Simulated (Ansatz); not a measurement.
# CHCl₂I: up Jacob's ladder to CCSD(T)

Aim: compute CHCl₂I with functionals from several rungs and with coupled cluster. The yardstick is the atomisation energy at the CCSD(T) limit.

Method: functionals in def2-TZVPP, the program's frozen cores in correlated methods; program: Ansatz 0.2.0, Gaussian basis.

Levels to be run: LDA (SPW92), PBE-D4, revPBE-D4, BLYP-D4, r2SCAN-D4, B97M-V, PBE0-D4, B3LYP-D4, r2SCANh-D4, r2SCAN0-D4, HSE06-D4, BHLYP-D4, CAM-B3LYP-D4, LC-ωPBE, ωB97X-V, ωB97M-V, B2PLYP, PBE-QIDH; CCSD(T)/def2-SVP; CCSD(T)/def2-TZVPP; MP2/def2-QZVPP; extrapolation to the limit; RPA on PBE.

### 1 The relaxed structure

The geometry comes from an earlier relaxation with PBE0-D4 in a triple-zeta def2 set; it is a stationary point. I takes the def2 core potential; no spin-orbit term is included.

SMILES `ClC(Cl)I`, 5 atoms, charge 0, spin multiplicity 1.

Atoms are counted from 1 here; the program's logs count them from 0.

Bond lengths: Cl1–C2 1.753 Å, C2–Cl3 1.753 Å, C2–I4 2.146 Å, C2–H5 1.084 Å. Angles: Cl1–C2–Cl3 111.6°, Cl1–C2–I4 111.6°, Cl1–C2–H5 108.1°, Cl3–C2–I4 111.6°, Cl3–C2–H5 108.1°, I4–C2–H5 105.5°.

Coordinates:

```xyz
5
charge 0, multiplicity 1
Cl   -0.4774   -0.0072    1.6860
C     0.1238    0.0586    0.0404
Cl    1.1970   -1.2828   -0.3098
I    -1.4792    0.1795   -1.3818
H     0.6855    0.9783   -0.0762
```

### 2 LDA

This LDA is Slater exchange with PW92 correlation.

in.yaml reads:

```yaml
crystal:
  periodic: [false, false, false]
  atoms:
    - {symbol: Cl, position_ang: [-0.477421, -0.007243, 1.685984]}
    - {symbol: C, position_ang: [0.123829, 0.058617, 0.040382]}
    - {symbol: Cl, position_ang: [1.197013, -1.282841, -0.309779]}
    - {symbol: I, position_ang: [-1.479166, 0.179547, -1.381814]}
    - {symbol: H, position_ang: [0.685545, 0.978320, -0.076173]}
basis:
  gaussian: {orbitals: def2-TZVPP}
hamiltonian: {xc: lda}
output: {orbitals: {seedname: orbitals}}
```

The runs that follow: PBE-D4 (GGA); revPBE-D4 (GGA); BLYP-D4 (GGA); r2SCAN-D4 (meta-GGA); B97M-V (meta-GGA); PBE0-D4 (hybrid); B3LYP-D4 (hybrid); r2SCANh-D4 (hybrid); r2SCAN0-D4 (hybrid); HSE06-D4 (hybrid); BHLYP-D4 (hybrid); CAM-B3LYP-D4 (range-separated); LC-ωPBE-D4 (range-separated); ωB97X-V (range-separated); ωB97M-V (range-separated); B2PLYP (double hybrid); PBE-QIDH (double hybrid); CCSD(T) in def2-SVP; CCSD(T) in def2-TZVPP; MP2 in def2-QZVPP; RPA on PBE orbitals.

Before running them: what should the planned runs give, taken together? Wanted: atomisation energy, CCSD(T)/CBS; farthest beyond LDA; mean size of error, GGA; mean size of error, meta-GGA; mean size of error, hybrid; mean size of error, range-separated; mean size of error, double hybrid; gap, smallest and largest; T1 diagnostic.

The runs gave:

| quantity | value |
| --- | --- |
| atomisation energy, CCSD(T)/CBS | 1351.6 kJ/mol |
| functionals within 13.5 kJ/mol (1.0 %) | r2SCAN-D4, B97M-V, ωB97X-V, ωB97M-V, PBE-QIDH |
| farthest beyond LDA | BHLYP-D4 (-101.6 kJ/mol) |
| mean size of error, GGA | 33.7 kJ/mol |
| mean size of error, meta-GGA | 4.6 kJ/mol |
| mean size of error, hybrid | 36.5 kJ/mol |
| mean size of error, range-separated | 26.4 kJ/mol |
| mean size of error, double hybrid | 26.6 kJ/mol |
| gap, smallest and largest | 3.66 eV (BLYP-D4), 10.76 eV (LC-ωPBE) |
| T1 diagnostic | 0.0091 |
| triples share of the correlation energy | 3.5 % |

What this shows: The LDA atomisation energy is off by 290.3 kJ/mol (21 %): it overbinds. PBE-D4 misses by +65.2 kJ/mol. Double hybrids carry the basis error of their MP2 part in triple zeta, and no dispersion term here, so their miss is partly the set-up's. By mean error the best rung here is meta-GGA (4.6 kJ/mol) and the worst beyond LDA is hybrid (36.5 kJ/mol). The mean of the hybrids holds BHLYP, with half exact exchange. Misses under about 13.5 kJ/mol are within the doubt on the reference itself, which lacks core-valence correlation, spin-orbit coupling and higher excitations, and its outer-core shells are covered unevenly. All levels share the lack of spin-orbit coupling, which lowers the free heavy atoms and so the true binding. Hartree-Fock recovers 62 % of the binding; the rest is correlation. CCSD(T) in def2-SVP is off by -144.5 kJ/mol, worse than the median functional, from the basis alone. The gap grows from 3.7 to 10.8 eV across the functionals, mostly with the share of exact exchange. Correlated methods include outer-core shells of I, which these sets cover unevenly.
